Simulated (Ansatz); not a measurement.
# Na2I: the cost of one run

Computed with Ansatz 0.2.0 (DFT PBE, scalar-relativistic, plane waves, PAW, unless a step's input says otherwise).

1 further run of the same task is left out (it didn't finish).

## Step 1: The structure to begin with

Symmetry: P4_2/mnm, No. 136, tetragonal system. Conventional cell: a = 6.519 Å, b = 6.519 Å, c = 4.199 Å, α = 90.00°, β = 90.00°, γ = 90.00°. Na (site symmetry m2m) has 3 I at 2.76 to 2.82 Å as nearest neighbours. I (site symmetry mmm) is surrounded by 6 Na at 2.76 to 2.82 Å.

Structure file:

```cif
data_structure
_symmetry_space_group_name_H-M 'P4_2/mnm'
_symmetry_Int_Tables_number 136
_cell_length_a 6.5189
_cell_length_b 6.5189
_cell_length_c 4.1989
_cell_angle_alpha 90.000
_cell_angle_beta 90.000
_cell_angle_gamma 90.000
_cell_volume 178.44
loop_
_atom_site_label
_atom_site_type_symbol
_atom_site_symmetry_multiplicity
_atom_site_Wyckoff_symbol
_atom_site_fract_x
_atom_site_fract_y
_atom_site_fract_z
_atom_site_occupancy
Na1 Na 4 f 0.30600 0.30600 0.00000 1
I1 I 2 a 0.00000 0.00000 0.00000 1
```

This is candidate A: anti-rutile type (P4_2/mnm, No. 136).

(A quick probe on a coarse mesh, which set the mesh and smearing, is not shown.)

## Step 3: Rough relaxation on the coarse mesh (candidate A)

input.yaml reads:

```yaml
crystal:
  lattice:
    - [6.518941848, 0.0, 0.0]
    - [0.0, 6.518941848, 0.0]
    - [0.0, 0.0, 4.1988569717]
  atoms:
    - { symbol: Na, position: [0.306, 0.306, 0.0] }
    - { symbol: Na, position: [0.194, 0.806, 0.5] }
    - { symbol: Na, position: [0.694, 0.694, 0.0] }
    - { symbol: Na, position: [0.806, 0.194, 0.5] }
    - { symbol: I, position: [0.0, 0.0, 0.0] }
    - { symbol: I, position: [0.5, 0.5, 0.5] }
basis:
  ecutwfc: 420
kpoints:
  mp_grid: { grid: [4, 4, 4] }
hamiltonian:
  xc: pbe
scf:
  occupations: { method: gaussian, width: 0.1 }
  lower_state_search: "off"
output:
  forces: true
  stress: true
  eigenvalues: true
relax:
  adjacent_minimum: "off"
  f_tol: 0.04
  max_steps: 70
  cell: { stress_tol: 0.4 }
```

Run with:

```sh
$ ansatz run input.yaml --threads 1 --pin off --max-ram 2560MiB --backend cpu --events-out ev --progress --plain --runs-dir out
```

Q: Estimate wall time and peak memory on 1 thread of Intel Xeon Platinum 8488C (Sapphire Rapids), shared host.

About 76 s, with a peak of 0.57 GiB.
